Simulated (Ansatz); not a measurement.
**SnH2S2: one species, many methods**

Aim: compute SnH2S2 with functionals from several rungs and with coupled cluster. The yardstick is the atomisation energy at the CCSD(T) limit.

Method: functionals in def2-TZVPP, the program's frozen cores in correlated methods; program: Ansatz 0.2.0, Gaussian basis.

Levels to be run: LDA (SPW92), PBE-D4, revPBE-D4, BLYP-D4, r2SCAN-D4, B97M-V, PBE0-D4, B3LYP-D4, r2SCANh-D4, r2SCAN0-D4, HSE06-D4, BHLYP-D4, CAM-B3LYP-D4, LC-ωPBE, ωB97X-V, ωB97M-V, B2PLYP, PBE-QIDH; CCSD(T)/def2-SVP; CCSD(T)/def2-TZVPP; MP2/def2-QZVPP; extrapolation to the limit; RPA on PBE.

## (1) The geometry

All runs share one geometry, relaxed beforehand with PBE0-D4 in a triple-zeta def2 set. Sn takes the def2 core potential; no spin-orbit term is included.

SMILES `[SH][Sn][SH]`, 5 atoms, charge 0, spin multiplicity 1.

Atoms are counted from 1 here; the program's logs count them from 0.

Bond lengths: S1–Sn2 2.439 Å, S1–H4 1.342 Å, Sn2–S3 2.439 Å, S3–H5 1.342 Å. Angles: Sn2–S1–H4 97.8°, S1–Sn2–S3 100.1°, Sn2–S3–H5 97.8°.

As a file:

```xyz
5

S    -1.7942   -0.1003   -0.5097
Sn   -0.2058    1.6793   -0.0032
S     1.7783    0.3515    0.4940
H    -0.9679   -1.1416   -0.3225
H     1.2394   -0.8625    0.3000
```

## (2) LDA

This LDA is Slater exchange with PW92 correlation.

Input file in.yaml:

```yaml
crystal:
  periodic: [false, false, false]
  atoms:
    - {symbol: S, position_ang: [-1.794160, -0.100301, -0.509668]}
    - {symbol: Sn, position_ang: [-0.205756, 1.679346, -0.003157]}
    - {symbol: S, position_ang: [1.778288, 0.351506, 0.494014]}
    - {symbol: H, position_ang: [-0.967938, -1.141551, -0.322531]}
    - {symbol: H, position_ang: [1.239364, -0.862499, 0.300041]}
basis:
  gaussian: {orbitals: def2-TZVPP}
hamiltonian: {xc: lda}
output: {orbitals: {seedname: orbitals}}
```

On the command line:

```console
$ ansatz run in.yaml --threads 4 --pin off --events-out ev --progress --plain --max-ram 10444MiB
```

After this run come: PBE-D4 (GGA); revPBE-D4 (GGA); BLYP-D4 (GGA); r2SCAN-D4 (meta-GGA); B97M-V (meta-GGA); PBE0-D4 (hybrid); B3LYP-D4 (hybrid); r2SCANh-D4 (hybrid); r2SCAN0-D4 (hybrid); HSE06-D4 (hybrid); BHLYP-D4 (hybrid); CAM-B3LYP-D4 (range-separated); LC-ωPBE (range-separated); ωB97X-V (range-separated); ωB97M-V (range-separated); B2PLYP (double hybrid); PBE-QIDH (double hybrid); CCSD(T) in def2-SVP; CCSD(T) in def2-TZVPP; MP2 in def2-QZVPP; RPA on PBE orbitals.

**Question.** What will the summary of the whole plan be? Wanted: atomisation energy, CCSD(T)/CBS; farthest beyond LDA; mean size of error, GGA; mean size of error, meta-GGA; mean size of error, hybrid; mean size of error, range-separated; mean size of error, double hybrid; gap, smallest and largest; T1 diagnostic.

**Answer**, as computed:

| quantity | value |
| --- | --- |
| atomisation energy, CCSD(T)/CBS | 326.3 kcal/mol |
| functionals within 3.3 kcal/mol (1.0 %) | revPBE-D4, BLYP-D4, r2SCAN-D4, ωB97X-V, ωB97M-V |
| farthest beyond LDA | LC-ωPBE (-17.8 kcal/mol) |
| mean size of error, GGA | 3.2 kcal/mol |
| mean size of error, meta-GGA | 3.5 kcal/mol |
| mean size of error, hybrid | 6.6 kcal/mol |
| mean size of error, range-separated | 6.7 kcal/mol |
| mean size of error, double hybrid | 10.2 kcal/mol |
| gap, smallest and largest | 3.01 eV (BLYP-D4), 9.07 eV (LC-ωPBE) |
| T1 diagnostic | 0.0158 |
| triples share of the correlation energy | 4.1 % |

In words: The LDA atomisation energy is off by 52.7 kcal/mol (16 %): it overbinds. PBE-D4 misses by +5.6 kcal/mol. Double hybrids carry the basis error of their MP2 part in triple zeta, and no dispersion term here, so their miss is partly the set-up's. Taken by rung, GGA functionals do best (3.2 kcal/mol on average) and double hybrid ones worst beyond LDA (10.2 kcal/mol). The gap between the best rungs is small, so their order is not settled. The reference freezes the cores and leaves out spin-orbit coupling and excitations past (T), and its outer-core shells are covered unevenly, so misses under about 3.3 kcal/mol can't be ranked. All levels share the lack of spin-orbit coupling, which lowers the free heavy atoms and so the true binding. Hartree-Fock recovers 64 % of the binding; the rest is correlation. CCSD(T) in def2-SVP is off by -41.2 kcal/mol, worse than the median functional, from the basis alone. The gap grows from 3.0 to 9.1 eV across the functionals, mostly with the share of exact exchange. Correlated methods include outer-core shells of Sn, which these sets cover unevenly.
